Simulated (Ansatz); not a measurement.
**CuGaSe2: a single-point run**

Wanted: a converged single-point run for CuGaSe2, and a check of what comes out. The structure is shown as the input types it. The cell is built on a prototype (ordering on rocksalt) and needn't be the phase found in nature.

Program: Ansatz 0.2.0. Level of theory: density functional or hybrid calculation with the settings of its input, plane waves (as first typed). These are calculated values, not measurements.

6 further runs of the same task are left out: 2 for a known fault of the program, 4 that didn't finish.

## (1) The starting structure

Symmetry: R-3m, No. 166, trigonal system. Conventional cell: a = 3.717 Å, b = 3.717 Å, c = 18.221 Å, α = 90.00°, β = 90.00°, γ = 120.00°. Cu (site symmetry -3m) has 6 Se at 2.61 Å as nearest neighbours. Ga (site symmetry -3m) has 6 Se at 2.64 Å as nearest neighbours. Se (site symmetry 3m) has 3 Cu at 2.61 Å and 3 Ga at 2.64 Å as nearest neighbours.

As a file:

```
Cu Ga Se
1.0
     1.85861    1.07307    6.07361
    -1.85861    1.07307    6.07361
     0.00000   -2.14614    6.07361
Cu Ga Se
1 1 2
Cartesian
  1.8586 1.0731 6.0736
  0.0000 0.0000 9.1104
  0.0000 0.0000 4.5799
  0.0000 0.0000 13.6410
```

## (2) The run

File input.yaml:

```yaml
crystal:
  lattice:
    - [1.858613338, 1.0730709111, 6.0736082042]
    - [-1.858613338, 1.0730709111, 6.0736082042]
    - [0.0, -2.1461418219, 6.0736082042]
  atoms:
    - { symbol: Cu, position: [1.0, 0.0, 0.0] }
    - { symbol: Ga, position: [0.5, 0.5, 0.5] }
    - { symbol: Se, position: [0.2513530216, 0.2513530216, 0.2513530216] }
    - { symbol: Se, position: [0.7486469784, 0.7486469784, 0.7486469784] }
kpoints:
  mp_grid: { grid: [2, 4, 6] }
hamiltonian:
  xc: r2scan
scf:
  occupations: { method: fermi_dirac, width: 0.02 }
  n_extra_bands: 5
output:
  forces: true
  stress: true
  eigenvalues: true
```

Run with:

```bash
> ansatz run input.yaml --threads 4 --pin off --max-ram 3686MiB --backend cpu --events-out ev --progress --plain --runs-dir out
```

What happens when this is run?

The run converged and reported no error, with warnings (symmetry narrowed by mesh). Its log warns: «crystal.symmetry: narrowed to the stabiliser of the k-point mesh — unitary ops 12 → 2; excluded 10 operations that carry a point of the 2×4×6 mesh (shift [0, 0 ...»

In the input, kpoints.mp_grid.grid is [2, 4, 6]. The mesh doesn't respect the lattice's symmetry: fewer operations survive, and spurious anisotropy appears.

To check: set kpoints.mp_grid.grid to [6, 6, 6].
